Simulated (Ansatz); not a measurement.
**BClGaH3S: up Jacob's ladder to CCSD(T)**

Aim: compute BClGaH3S with functionals from several rungs and with coupled cluster, and see how far each lands from CCSD(T) at the basis-set limit for the atomisation energy.

Program: Ansatz 0.2.0, Gaussian basis. Level of theory: functionals in def2-TZVPP, the program's frozen cores in correlated methods. These are calculated values, not measurements.

The runs, in order: LDA (SPW92), PBE-D4, revPBE-D4, BLYP-D4, r2SCAN-D4, B97M-V, PBE0-D4, B3LYP-D4, r2SCANh-D4, r2SCAN0-D4, HSE06-D4, BHLYP-D4, CAM-B3LYP-D4, LC-ωPBE, ωB97X-V, ωB97M-V, B2PLYP, PBE-QIDH; CCSD(T)/def2-SVP; CCSD(T)/def2-TZVPP; MP2/def2-QZVPP; extrapolation to the limit; RPA on PBE.

## (1) The relaxed structure

All runs share one geometry, relaxed beforehand with PBE0-D4 in a triple-zeta def2 set.

SMILES `B[S][GaH][Cl]`, 7 atoms, charge 0, spin multiplicity 1.

Atoms are counted from 1 here; the program's logs count them from 0.

Bond lengths: B1–S2 1.782 Å, B1–H5 1.195 Å, B1–H6 1.192 Å, S2–Ga3 2.210 Å, Ga3–Cl4 2.139 Å, Ga3–H7 1.550 Å. Angles: S2–B1–H5 121.7°, S2–B1–H6 116.9°, H5–B1–H6 121.4°, B1–S2–Ga3 98.3°, S2–Ga3–Cl4 114.7°, S2–Ga3–H7 124.7°, Cl4–Ga3–H7 120.6°.

## (2) LDA

This LDA is Slater exchange with PW92 correlation.

Contents of in.yaml:

```yaml
crystal:
  periodic: [false, false, false]
  atoms:
    - {symbol: B, position_ang: [-0.699051, 1.388993, 0.445337]}
    - {symbol: S, position_ang: [-1.324094, -0.224493, 0.019196]}
    - {symbol: Ga, position_ang: [0.608501, -1.216222, -0.389916]}
    - {symbol: Cl, position_ang: [0.453144, -3.268882, -0.970613]}
    - {symbol: H, position_ang: [0.470834, 1.630190, 0.440206]}
    - {symbol: H, position_ang: [-1.503353, 2.219564, 0.736793]}
    - {symbol: H, position_ang: [1.994008, -0.529149, -0.281003]}
basis:
  gaussian: {orbitals: def2-TZVPP}
hamiltonian: {xc: lda}
output: {orbitals: {seedname: orbitals}}
```

The run is started by

```bash
> ansatz run in.yaml --threads 2 --pin off --events-out ev --progress --plain --max-ram 4352MiB
```

After this run come: PBE-D4 (GGA); revPBE-D4 (GGA); BLYP-D4 (GGA); r2SCAN-D4 (meta-GGA); B97M-V (meta-GGA); PBE0-D4 (hybrid); B3LYP-D4 (hybrid); r2SCANh-D4 (hybrid); r2SCAN0-D4 (hybrid); HSE06-D4 (hybrid); BHLYP-D4 (hybrid); CAM-B3LYP-D4 (range-separated); LC-ωPBE (range-separated); ωB97X-V (range-separated); ωB97M-V (range-separated); B2PLYP (double hybrid); PBE-QIDH (double hybrid); CCSD(T) in def2-SVP; CCSD(T) in def2-TZVPP; MP2 in def2-QZVPP; RPA on PBE orbitals.

Q: Predict the results of all the runs planned. Wanted: atomisation energy, CCSD(T)/CBS; farthest beyond LDA; mean size of error, GGA; mean size of error, meta-GGA; mean size of error, hybrid; mean size of error, range-separated; mean size of error, double hybrid; gap, smallest and largest; T1 diagnostic.

The runs gave:

```
                               quantity                                                                                               value
        atomisation energy, CCSD(T)/CBS                                                                                           21.949 eV
    functionals within 0.219 eV (1.0 %)  PBE-D4, PBE0-D4, B3LYP-D4, r2SCAN0-D4, HSE06-D4, CAM-B3LYP-D4, LC-ωPBE, ωB97X-V, ωB97M-V, PBE-QIDH
                    farthest beyond LDA                                                                                BHLYP-D4 (-0.480 eV)
                mean size of error, GGA                                                                                            0.314 eV
           mean size of error, meta-GGA                                                                                            0.388 eV
             mean size of error, hybrid                                                                                            0.190 eV
    mean size of error, range-separated                                                                                            0.143 eV
      mean size of error, double hybrid                                                                                            0.224 eV
              gap, smallest and largest                                                           4.19 eV (LDA (SPW92)), 11.23 eV (LC-ωPBE)
                          T1 diagnostic                                                                                              0.0135
triples share of the correlation energy                                                                                               4.3 %
```

What this shows: The LDA atomisation energy is off by 2.916 eV (13 %): it overbinds. PBE-D4 misses by +0.218 eV. Double hybrids carry the basis error of their MP2 part in triple zeta, and no dispersion term here, so their miss is partly the set-up's. The rungs range-separated, hybrid miss on average by less than the doubt on the reference (0.219 eV), so they tie. Misses under about 0.219 eV are within the doubt on the reference itself, which lacks core-valence correlation, relativity and higher excitations, and its outer-core shells are covered unevenly. Hartree-Fock recovers 76 % of the binding; the rest is correlation. CCSD(T) in def2-SVP is off by -1.234 eV, which most functionals beat. The gap grows from 4.2 to 11.2 eV across the functionals, mostly with the share of exact exchange. Correlated methods include outer-core shells of Ga, which these sets cover unevenly.
